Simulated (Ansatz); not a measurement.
# P4C: one candidate of a structure search, part 2 of 2

The task: take a trial cell of P4C to zero force and stress.

Ansatz 0.2.0; DFT PBE, scalar-relativistic, plane waves, PAW.

## 4. Final relaxation

input.yaml

```yaml
crystal:
  lattice:
    - [4.42707627, 0.0, 0.0]
    - [0.0, 4.42707627, 0.0]
    - [0.0, 0.0, 4.42707627]
  atoms:
    - { symbol: P, position: [0.5, 0.5, 0.5] }
    - { symbol: P, position: [0.0, 0.5, 0.5] }
    - { symbol: P, position: [0.5, 0.0, 0.5] }
    - { symbol: P, position: [0.5, 0.5, 0.0] }
    - { symbol: C, position: [0.0, 0.0, 0.0] }
basis:
  ecutwfc: 420
kpoints:
  mp_grid: { grid: [8, 8, 8] }
hamiltonian:
  xc: pbe
scf:
  occupations: { method: gaussian, width: 0.1 }
output:
  forces: true
  stress: true
  eigenvalues: true
  write_density: true
  write_potential: true
  elf: true
  volumetric_format: npy
relax:
  adjacent_minimum: "off"
  f_tol: 0.01
  max_steps: 80
  cell: { stress_tol: 0.05 }
```

On the command line:

```sh
> ansatz run input.yaml --threads 1 --pin off --max-ram 2560MiB --backend cpu --events-out ev --progress --plain --runs-dir out
```

Standard output:

```text
Warning: RAYON_NUM_THREADS=1 ignored (pool sized by the plan → 1); use --threads N
Engine: ansatz 0.2.0, x86_64-unknown-linux-gnu
Pseudopotentials: kind: paw
Pseudopotential: P, paw, valence charge 5, recommended cutoff 420 eV (normal), P.paw.azcp
Pseudopotential: C, paw, valence charge 4, recommended cutoff 420 eV (normal), C.paw.azcp
Functional definition: PBE
  parameter kappa = 0.804
  parameter beta = 0.06672455060314922
  exchange = pbe_x(kappa = kappa, mu = beta*pi^2/3)
  correlation = pbe_c(beta = beta)
Crystal: 5 atoms, lattice volume = 86.766 Å³
Basis set: ecut = 420 eV, 1743 PW (Γ), exchange–correlation on 60×60×60 points (8 copies of the dense FFT grid, shifted against one another)
Bands: 17, of which v1, the nominal top of the filled ones, is band 12 counted from 1 (11 counted from 0)
Symmetry: 48 space group operations
Space group: Pm-3m (ITA 221), of the structure as read, at distance tolerance 4.4e-5 Å
k-points: 35 of 512
Non-local potential: P, projectors of the file, l = 0: 2, l = 1: 2, l = 2: 2
Non-local potential: C, projectors of the file, l = 0: 2, l = 1: 2, l = 2: 1
PAW form: soft (Blöchl's): semilocal exchange-correlation on the pseudo side does not see the compensation charge
PAW one-centre angular grid: P, 110 points (default); XC on 64 Gauss nodes
PAW one-centre angular grid: C, 110 points (default); XC on 64 Gauss nodes
Initial density: superposition of atomic densities (neutral atoms: chi_scale 0, normalization atom), corrected by the library's trained network
Initial wavefunctions: pseudopotential atomic-orbital guess
Functional: x = pbe(κ = 0.804, μ = 0.2195149727645171), c = pbe(β = 0.06672455060314922)
SCF iter   1: F=—  HF=-3263.414982 eV  |F-HF|=—  |Δ(HF+E_count)|=         —  Δρ=2.69e-3  dr2=7.34e-3  ethr=1.77e-3  ⟨swp⟩=8.1  Hψ=4151  notcnv=0
preconditioner: auto → Kerker (q_TF=auto, 2.202 Å⁻¹)  [metal: Δε(μ)=0.023 eV  Ē_g=7.358 eV  σ=0.100 eV  W_gap=0.13  n_scr=18 (ndim 8)  ℏωp=19.5 eV  f_vac=0.000  D(μ)=4.98/eV (n_scr^D=56)]
SCF iter   2: F=—  HF=-3263.415387 eV  |F-HF|=—  |Δ(HF+E_count)|=   4.06e-4  Δρ=1.89e-3  dr2=4.56e-3  ethr=3.06e-5  ⟨swp⟩=2.2  Hψ=1217  notcnv=0  defer=2
SCF iter   3: F=—  HF=-3263.415540 eV  |F-HF|=—  |Δ(HF+E_count)|=   1.53e-4  Δρ=5.79e-4  dr2=6.56e-4  ethr=1.90e-5  ⟨swp⟩=2.7  Hψ=988  notcnv=0  defer=2
SCF iter   4: F=—  HF=-3263.415491 eV  |F-HF|=—  |Δ(HF+E_count)|=   4.90e-5  Δρ=2.51e-4  dr2=1.25e-4  ethr=2.74e-6  ⟨swp⟩=1.2  Hψ=589  notcnv=0  defer=2
SCF iter   5: F=—  HF=-3263.415478 eV  |F-HF|=—  |Δ(HF+E_count)|=   1.28e-5  Δρ=2.89e-5  dr2=1.74e-6  ethr=5.21e-7  ⟨swp⟩=2.1  Hψ=756  notcnv=0  defer=2
SCF iter   6: F=—  HF=-3263.415510 eV  |F-HF|=—  |Δ(HF+E_count)|=   3.21e-5  Δρ=5.78e-6  dr2=4.16e-8  ethr=4.17e-10  ⟨swp⟩=12.5  Hψ=5956  notcnv=0
SCF iter   7: F=-3263.415510 eV  HF=-3263.415510 eV  |F-HF|=2.61e-9  |Δ(HF+E_count)|=   1.62e-9  Δρ=1.75e-6  dr2=4.89e-9  ethr=1.73e-10  ⟨swp⟩=7.0  Hψ=3813  notcnv=0
SCF 1 converged in 7 iterations: F = -3263.415510 eV  dr2 = 4.89e-9
relax step   1: F+E_penalty+E_count = -3263.41551007 eV  Δ(F+E_penalty+E_count) = +0.000e0 eV  max|allowed force component| = 3.159e-30 eV/Å  Δτ_max = 0.0000 Å  P = -2.104 GPa  Ω = 86.766 Å³  (7 SCF iters, dr2 threshold 1.00e-7 eV, accepted)
Crystal: 5 atoms, lattice volume = 85.300 Å³
Initial density: handed on by an earlier stage of this run
Initial wavefunctions: those handed on with the density
iter 1 solved again at ethr=9.35e-6 eV; its pass at ethr=3.10e-3 eV (dr2=2.24e-3 eV) is discarded
SCF iter   1: F=—  HF=-3263.430944 eV  |F-HF|=—  |Δ(HF+E_count)|=         —  Δρ=1.24e-3  dr2=2.52e-3  ethr=9.35e-6  ⟨swp⟩=2.1  Hψ=4180  notcnv=0
preconditioner: auto → Kerker (q_TF=auto, 2.209 Å⁻¹)  [metal: Δε(μ)=0.015 eV  Ē_g=7.436 eV  σ=0.100 eV  W_gap=0.09  n_scr=18 (ndim 8)  ℏωp=19.7 eV  f_vac=0.000  D(μ)=4.90/eV (n_scr^D=56)]
SCF iter   2: F=—  HF=-3263.430439 eV  |F-HF|=—  |Δ(HF+E_count)|=   5.05e-4  Δρ=7.50e-4  dr2=9.54e-4  ethr=9.35e-6  ⟨swp⟩=1.0  Hψ=596  notcnv=0
SCF iter   3: F=—  HF=-3263.430218 eV  |F-HF|=—  |Δ(HF+E_count)|=   2.21e-4  Δρ=1.56e-4  dr2=2.83e-5  ethr=3.97e-6  ⟨swp⟩=2.0  Hψ=965  notcnv=0
SCF iter   4: F=—  HF=-3263.430240 eV  |F-HF|=—  |Δ(HF+E_count)|=   2.21e-5  Δρ=4.64e-5  dr2=5.08e-6  ethr=1.18e-7  ⟨swp⟩=2.4  Hψ=1057  notcnv=0
SCF iter   5: F=—  HF=-3263.430239 eV  |F-HF|=—  |Δ(HF+E_count)|=   1.08e-6  Δρ=2.01e-5  dr2=9.46e-7  ethr=2.12e-8  ⟨swp⟩=2.7  Hψ=1010  notcnv=0
SCF iter   6: F=-3263.430239 eV  HF=-3263.430239 eV  |F-HF|=6.89e-8  |Δ(HF+E_count)|=   2.14e-7  Δρ=6.14e-6  dr2=8.78e-8  ethr=2.08e-9  ⟨swp⟩=12.9  Hψ=5182  notcnv=0
SCF 2 converged in 6 iterations: F = -3263.430239 eV  dr2 = 8.78e-8
relax step   2: F+E_penalty+E_count = -3263.43023883 eV  Δ(F+E_penalty+E_count) = -1.473e-2 eV  max|allowed force component| = 2.194e-30 eV/Å  Δτ_max = 0.0000 Å  P = -0.954 GPa  Ω = 85.300 Å³  energy of the carried Pulay correction = +6.566e-4 eV  (6 SCF iters, dr2 threshold 5.00e-7 eV, accepted)
Crystal: 5 atoms, lattice volume = 84.120 Å³
Basis set: ecut = 420 eV, 1647 PW (Γ), exchange–correlation on 60×60×60 points (8 copies of the dense FFT grid, shifted against one another)
iter 1 solved again at ethr=6.72e-6 eV; its pass at ethr=3.10e-3 eV (dr2=1.61e-3 eV) is discarded
SCF iter   1: F=—  HF=-3263.434648 eV  |F-HF|=—  |Δ(HF+E_count)|=         —  Δρ=1.06e-3  dr2=1.81e-3  ethr=6.72e-6  ⟨swp⟩=2.1  Hψ=4113  notcnv=0
preconditioner: auto → Kerker (q_TF=auto, 2.214 Å⁻¹)  [metal: Δε(μ)=0.022 eV  Ē_g=7.496 eV  σ=0.100 eV  W_gap=0.13  n_scr=18 (ndim 8)  ℏωp=19.8 eV  f_vac=0.000  D(μ)=4.87/eV (n_scr^D=56)]
SCF iter   2: F=—  HF=-3263.434282 eV  |F-HF|=—  |Δ(HF+E_count)|=   3.65e-4  Δρ=6.36e-4  dr2=6.79e-4  ethr=6.72e-6  ⟨swp⟩=1.0  Hψ=596  notcnv=0
SCF iter   3: F=—  HF=-3263.434123 eV  |F-HF|=—  |Δ(HF+E_count)|=   1.60e-4  Δρ=1.28e-4  dr2=1.80e-5  ethr=2.83e-6  ⟨swp⟩=2.0  Hψ=966  notcnv=0
SCF iter   4: F=—  HF=-3263.434145 eV  |F-HF|=—  |Δ(HF+E_count)|=   2.29e-5  Δρ=4.00e-5  dr2=3.72e-6  ethr=7.50e-8  ⟨swp⟩=2.5  Hψ=1052  notcnv=0
SCF iter   5: F=—  HF=-3263.434145 eV  |F-HF|=—  |Δ(HF+E_count)|=   8.18e-7  Δρ=1.67e-5  dr2=6.43e-7  ethr=1.55e-8  ⟨swp⟩=2.7  Hψ=1002  notcnv=0
SCF iter   6: F=-3263.434144 eV  HF=-3263.434145 eV  |F-HF|=4.04e-8  |Δ(HF+E_count)|=   1.47e-7  Δρ=4.75e-6  dr2=5.21e-8  ethr=2.08e-9  ⟨swp⟩=12.6  Hψ=5042  notcnv=0
SCF 3 converged in 6 iterations: F = -3263.434144 eV  dr2 = 5.21e-8
relax step   3: F+E_penalty+E_count = -3263.43414449 eV  Δ(F+E_penalty+E_count) = -3.906e-3 eV  max|allowed force component| = 4.306e-31 eV/Å  Δτ_max = 0.0000 Å  P = +0.049 GPa  Ω = 84.120 Å³  energy of the carried Pulay correction = +1.193e-3 eV  (6 SCF iters, dr2 threshold 5.00e-7 eV, accepted)
Initial wavefunctions: pseudopotential atomic-orbital guess (no wavefunctions were taken with the density)
iter 1 solved again at ethr=3.70e-6 eV; its pass at ethr=3.10e-3 eV (dr2=8.88e-4 eV) is discarded
SCF iter   1: F=—  HF=-3263.433120 eV  |F-HF|=—  |Δ(HF+E_count)|=         —  Δρ=4.83e-5  dr2=8.56e-7  ethr=3.70e-6  ⟨swp⟩=3.4  Hψ=5829  notcnv=0
eigensolver tolerance schedule: the retry pair's looser diagonalisation over-reported the residual by 1035.81 of it (diagonalisation noise at an unbounded share of the residual, at the tolerance the schedule requests for it); recorded, not acted on — ethr = c·dr2/N_el stays at c = 1.0e-1
preconditioner: auto → Kerker (q_TF=auto, 2.214 Å⁻¹)  [metal: Δε(μ)=0.024 eV  Ē_g=7.489 eV  σ=0.100 eV  W_gap=0.14  n_scr=18 (ndim 8)  ℏωp=19.8 eV  f_vac=0.000  D(μ)=4.86/eV (n_scr^D=56)]
SCF iter   2: F=—  HF=-3263.433141 eV  |F-HF|=—  |Δ(HF+E_count)|=   2.14e-5  Δρ=2.57e-5  dr2=2.29e-7  ethr=3.57e-9  ⟨swp⟩=3.2  Hψ=1296  notcnv=0
SCF iter   3: F=—  HF=-3263.433142 eV  |F-HF|=—  |Δ(HF+E_count)|=   4.01e-7  Δρ=2.88e-6  dr2=7.55e-9  ethr=9.53e-10  ⟨swp⟩=2.1  Hψ=887  notcnv=0
SCF iter   4: F=—  HF=-3263.433142 eV  |F-HF|=—  |Δ(HF+E_count)|=   2.04e-9  Δρ=1.20e-6  dr2=1.01e-9  ethr=3.15e-11  ⟨swp⟩=2.2  Hψ=864  notcnv=0
iter 5 did not close the SCF: its close was put off for the readings that it lacked (scf_convergence_deferred on its scf_iter line)
SCF iter   5: F=-3263.433142 eV  HF=-3263.433142 eV  |F-HF|=5.46e-12  |Δ(HF+E_count)|=  7.15e-10  Δρ=1.54e-7  dr2=3.20e-11  ethr=4.21e-12  ⟨swp⟩=2.2  Hψ=916  notcnv=0
SCF iter   6: F=-3263.433142 eV  HF=-3263.433142 eV  |F-HF|=1.82e-12  |Δ(HF+E_count)|=  1.50e-11  Δρ=2.16e-8  dr2=6.04e-13  ethr=1.00e-12  ⟨swp⟩=7.7  Hψ=3853  notcnv=0
SCF 4 converged in 6 iterations: F = -3263.433142 eV  dr2 = 6.04e-13
relax step   4: F+E_penalty+E_count = -3263.43314181 eV  Δ(F+E_penalty+E_count) = +1.003e-3 eV  max|allowed force component| = 2.455e-30 eV/Å  Δτ_max = 0.0000 Å  P = +0.029 GPa  Ω = 84.120 Å³  stress off target by 2.93e-2 GPa  SCF on the basis re-selected at this cell (its energy is not comparable with the rows above)  (6 SCF iters)
basis re-selected at this cell: Δ(F+E_penalty+E_count) = +1.003e-3 eV, ΔP = -0.020 GPa vs the last step (what re-selecting the basis moved, of the pressure what is left beyond the Pulay correction that the steps carried, after the strain that the cell walked since its last selection, with what the two solves' SCF thresholds leave and, on support functions, any second-order correction that the steps lacked; it is no measure of the basis error at this ecutwfc). This SCF's stress stands 2.93e-2 GPa from its target on what of the cell is left free (relax.cell.stress_tol is 5.00e-2 GPa) and its largest allowed force component is 2.45e-30 eV/Å (relax.f_tol is 1.00e-2 eV/Å): within both
SCF converged after 6 iterations
Free energy (F): -3263.433142 eV
Harris-Foulkes:  -3263.433142 eV  (|F-HF|=1.82e-12)
Internal energy: -3263.408825 eV  (E = F + TS)
E sigma→0 (E₀):  -3263.420984 eV
Entropy (-TS):   -0.024316 eV (-4.863 meV/atom)
Fermi energy:    7.113140 eV
--- Per-component energies (eV) ---
  E_band       = 22.577447
  E_kinetic    = 353.189890
  E_local      = -319.029082  (includes V_loc(G=0)·N_el)
  E_nonlocal   = 163.065907
  E_hartree    = 76.824712
  E_xc         = -287.876588
  E_vxc        = -294.654514  (∫ρ·V_xc dr)
  E_paw        = -2373.968800  (= ΣΔE_a)
  E_vpaw       = -33.644184  (= ΣTr[D̂ρ^β])
  E_aug_tail   = 0.000013  (compensation charges beyond the density's cutoff)
  E_ewald      = -875.614877
  E_smearing   = -0.024316  (= −TS)
  E_closure    = 0.000000  (closes the sum)
  Σ components = -3263.433142   (vs F -3263.433142, Δ=0.00e0)
--- Forces (eV/Å), atoms counted from 1 ---
  atom   1  P     -0.00000000     0.00000000     0.00000000
  atom   2  P      0.00000000     0.00000000    -0.00000000
  atom   3  P      0.00000000     0.00000000     0.00000000
  atom   4  P     -0.00000000    -0.00000000     0.00000000
  atom   5  C      0.00000000    -0.00000000     0.00000000
  max |Σ_I F_I| component: 1.27e-30 eV/Å
--- Stress (GPa, compression-positive) ---
        0.029324      -0.000000      -0.000000
       -0.000000       0.029324      -0.000000
       -0.000000      -0.000000       0.029324
  P = ⅓ Tr σ = 0.0293 GPa (0.293 kbar)
--- Band table (eV; the first three rows and the last of 35) ---
  k-point 0: bands = ["-9.0171", "-1.8445", "-1.8445", "-1.7626", "-0.6442", "-0.6442", "-0.6442", "3.2283", "5.8973", "5.8973", "5.8973", "7.4035", "7.4035", "7.4035", "9.7388", "9.7388", "9.7388"]
  k-point 1: bands = ["-8.9437", "-2.7334", "-1.8250", "-1.7123", "-0.5984", "-0.5984", "0.2342", "3.2022", "5.7434", "5.7434", "6.1724", "7.1776", "7.1863", "7.1863", "9.4871", "9.5063", "9.5063"]
  k-point 2: bands = ["-8.7445", "-3.8615", "-1.7768", "-1.5298", "-0.4801", "-0.4801", "0.8920", "3.7224", "5.2491", "5.2491", "6.7109", "6.8456", "7.1032", "7.1032", "8.8241", "9.0612", "9.0612"]
  k-point 34: bands = ["-6.8159", "-4.3470", "-4.3470", "-4.3470", "-1.5094", "2.1083", "2.1083", "2.1083", "6.4724", "6.4724", "8.5394", "8.5394", "8.5394", "8.7354", "8.7354", "8.7354", "9.9802"]
--- Relaxed structure (3 steps of the walk, 3 accepted, 1 SCFs on fresh bases) ---
  F+E_penalty+E_count = -3263.43314181 eV   max|allowed force component| = 2.455e-30 eV/Å   (the final SCF, on the basis selected at the relaxed cell)
  cell:  # Å, volume = 84.1204 Å³
    - [4.38160977342583, 2.5628911499528058e-34, 2.8888949165808534e-34]
    - [-1.798036159017771e-33, 4.38160977342583, -3.209883240645393e-35]
    - [2.8888949165808534e-34, -3.209883240645393e-35, 4.38160977342583]
  atoms:
    - { symbol: P, position: [0.5, 0.5, 0.5] }
    - { symbol: P, position: [-3.081492827471297e-36, 0.5, 0.5] }
    - { symbol: P, position: [0.5, 1.4841013250054835e-36, 0.5] }
    - { symbol: P, position: [0.5, 0.5, 6.797410648871686e-37] }
    - { symbol: C, position: [4.1690785313249265e-36, -2.2544745318748072e-36, -2.718964259548676e-36] }
```

It took 24 s on 1 thread of Intel Xeon at 2.70GHz, shared host; peak memory 0.38 GiB.

The steps of the relaxation:

```
step  energy from step 1 (eV/cell)  largest force component (eV/Å)  pressure (GPa)  volume (Å³)
   1                        0.0000                          0.0000           -2.10        86.77
   2                       -0.0147                          0.0000           -0.95        85.30
   3                       -0.0186                          0.0000            0.05        84.12
   4                       -0.0176                          0.0000            0.03        84.12
```

Step 1 is the start. Step 4 repeats the geometry before it on a plane-wave basis chosen anew for that cell, so its energy need not be comparable with the rows above.

|  | before | after | change |
| --- | --- | --- | --- |
| a (Å) | 4.427 | 4.382 | -1.0 % |
| b (Å) | 4.427 | 4.382 | -1.0 % |
| c (Å) | 4.427 | 4.382 | -1.0 % |
| volume (Å³/atom) | 17.35 | 16.82 | -3.0 % |
| shortest distance (Å) | 2.214 | 2.191 | -1.0 % |
| space group (0.01 Å) | Pm-3m | Pm-3m | same |

The run keeps the 48 symmetry operations of the start, so it could not have lowered the symmetry.

Density in a lattice plane of the grid's cell (edges 4.38 and 4.38 Å, at 0.000 of the third edge), which holds P and C.

Ten even steps from ' ' (0.03 e/Å³) to '@' (1.45 e/Å³):
```
@@@@@@**--::..                      ..::--**@@@@
%%%%**==::..                          ..::==**%%
++++==::....                          ....::==++
::::::....                              ....::::
....            ..................            ..
              ....::::------::::....            
            ....::----======----::....          
            ..::--==----::----==--::..          
          ....::--==::..  ..::==--::....        
          ....------::      ::------....        
          ....::--==::..  ..::==--::....        
            ..::--==----::----==--::..          
            ....::----======----::....          
              ....::::------::::....            
....            ..................            ..
::::::....                              ....::::
++++==::....                          ....::==++
%%%%**==::..                          ..::==**%%
@@@@@@**--::..                      ..::--**@@@@
%%@@@@##==::..                      ..::==##@@@@
```
Columns run along the first of these edges and rows up along the second, over one cell in 24 and 20 even steps from the bottom left corner. Atoms in the plane (fractional): P at (0.50, 0.50), C at (0.00, 1.00).

ELF in the same plane.

Ten even steps from ' ' (0.02) to '@' (0.84):
```
--++%%@@@@%%++--..              ..--++%%@@@@%%++
%%@@@@@@@@##==::..    ......    ..::==##@@@@@@@@
@@@@@@@@##++--......::::::::::......--++##@@@@@@
@@@@%%##++--::::--==++++**++++==--::::--++##%%@@
**++++--::::::--++##%%%%%%%%%%##++--::::::--++++
::::::....::==**%%@@@@@@@@@@@@@@%%**==::....::::
..  ....::--**%%@@@@@@%%%%%%@@@@@@%%**--::....  
      ..::++##@@@@%%**--::--**%%@@@@##++::..    
      ..--**%%@@@@##::      ::##@@@@%%**--..    
      ..--**%%@@@@++..      ..++@@@@%%**--..    
      ..--**%%@@@@##::      ::##@@@@%%**--..    
      ..::++##@@@@%%**--::--**%%@@@@##++::..    
..  ....::--**%%@@@@@@%%%%%%@@@@@@%%**--::....  
::::::....::==**%%@@@@@@@@@@@@@@%%**==::....::::
**++++--::::::--++##%%%%%%%%%%##++--::::::--++++
@@@@%%##++--::::--==++++**++++==--::::--++##%%@@
@@@@@@@@##++--......::::::::::......--++##@@@@@@
%%@@@@@@@@##==::..    ......    ..::==##@@@@@@@@
--++%%@@@@%%++--..              ..--++%%@@@@%%++
  --##@@@@%%**--..              ..--**%%@@@@##--
```
Columns run along the first of these edges and rows up along the second, over one cell in 24 and 20 even steps from the bottom left corner. Atoms in the plane (fractional): P at (0.50, 0.50), C at (0.00, 1.00).

Both are smooth fields of the valence electrons: close to the nuclei they are not physical.

Outside the cores ELF peaks at 0.86 on the P–P line, 0.8 Å from P; 0.86 in the shell around C, 0.7 Å from C; 0.83 in the shell around P, 0.8 Å from P.

## 5. Variant: occupations.method tetrahedron, width left out

input.yaml

```yaml
crystal:
  lattice:
    - [4.3816097734, 0.0, 0.0]
    - [0.0, 4.3816097734, 0.0]
    - [0.0, 0.0, 4.3816097734]
  atoms:
    - { symbol: P, position: [0.5, 0.5, 0.5] }
    - { symbol: P, position: [0.0, 0.5, 0.5] }
    - { symbol: P, position: [0.5, 0.0, 0.5] }
    - { symbol: P, position: [0.5, 0.5, 0.0] }
    - { symbol: C, position: [0.0, 0.0, 0.0] }
basis:
  ecutwfc: 420
kpoints:
  mp_grid: { grid: [8, 8, 8] }
hamiltonian:
  xc: pbe
scf:
  occupations: { method: tetrahedron }
output:
  forces: true
  eigenvalues: true
  stress: true
```

On the command line:

```sh
> ansatz run input.yaml --threads 1 --pin off --max-ram 2560MiB --backend cpu --events-out ev --progress --plain --runs-dir out
```

Standard output, cut to the lines that bear on the results:

```text
Warning: output.forces, output.stress, relax.cell or npt_langevin: where a Kohn–Sham band that disperses or a degenerate level is filled in part under the method tetrahedron, the forces or the stress that this run publishes need not agree with its energy (scf.occupations.method in the [...]
Warning: RAYON_NUM_THREADS=1 ignored (pool sized by the plan → 1); use --threads N
[...]
[... 4 set-up lines as earlier in the session ...]
[...]
Crystal: 5 atoms, lattice volume = 84.120 Å³
Basis set: ecut = 420 eV, 1647 PW (Γ), exchange–correlation on 60×60×60 points (8 copies of the dense FFT grid, shifted against one another)
Bands: 17, of which v1, the nominal top of the filled ones, is band 12 counted from 1 (11 counted from 0)
[... 2 set-up lines as earlier in the session ...]
k-points: 35 of 512
[...]
SCF converged after 8 iterations
Stability not checked: this state was not tested for a lower state beside it, because cold or Methfessel-Paxton smearing, or corrected tetrahedra, fill the levels in a way that the test cannot read (fill_not_monotonic; see scf.lower_state_search)
Free energy (F): -3263.429947 eV
[...]
E sigma→0 (E₀):  -3263.429947 eV
Entropy (-TS):   -0.000641 eV (-0.128 meV/atom)
Fermi energy:    7.090831 eV
[...]
--- Forces (eV/Å), atoms counted from 1 ---
  atom   1  P      0.00000000     0.00000000     0.00000000
  atom   2  P      0.00000000     0.00000000     0.00000000
  atom   3  P     -0.00000000     0.00000000     0.00000000
  atom   4  P      0.00000000     0.00000000     0.00000000
  atom   5  C     -0.00000000     0.00000000     0.00000000
[...]
--- Stress (GPa, compression-positive) ---
       -0.072242      -0.000000       0.000000
        0.000000      -0.072242       0.000000
       -0.000000       0.000000      -0.072242
  P = ⅓ Tr σ = -0.0722 GPa (-0.722 kbar)
--- Band table (eV; the first three rows and the last of 35) ---
  k-point 0: bands = ["-9.0208", "-1.8479", "-1.8479", "-1.7538", "-0.6478", "-0.6478", "-0.6478", "3.2267", "5.9015", "5.9015", "5.9015", "7.4008", "7.4008", "7.4008", "9.7429", "9.7429", "9.7429"]
[...]
```

Run time: 4.1 s. Hardware: 1 thread of Intel Xeon at 2.70GHz, shared host; peak memory 0.35 GiB.

| run | ending | energy change | pressure (GPa) | gap (eV) | force (eV/Å) | cycles | time |
| --- | --- | --- | --- | --- | --- | --- | --- |
| step 4 | converged | 0 | 0.0 | 0.00 | 0.00 | - | 24 s |
| variant | converged | -1.8 meV/atom (σ→0) | -0.1 | 0.00 | 0.00 | 8 | 4.1 s |

Changing the smearing moves the energy by -1.8 meV/atom (σ→0 values).

## 6. Results

The summary covers parts 1 to 2. Changes of volume or cell count from the first structure of part 1.

| quantity | value |
| --- | --- |
| symmetry at the end (tolerance 0.05 Å) | space group Pm-3m (No. 221) |
| conventional cell | a = 4.382 Å, b = 4.382 Å, c = 4.382 Å, α = 90.00°, β = 90.00°, γ = 90.00° |
| volume | 16.82 Å³/atom |
| energy over the elements, black P | +2.04 eV/atom |
| gap on the mesh | none (metal) |

What this shows: The space group Pm-3m (No. 221) is kept, and the volume per atom shrinks by 3.0 % from the first guess. The formation energy is positive, so the separate elements lie lower. No finished test with a distortion of lower symmetry is shown, so the end may be a saddle point. Other magnetic orders were not searched.
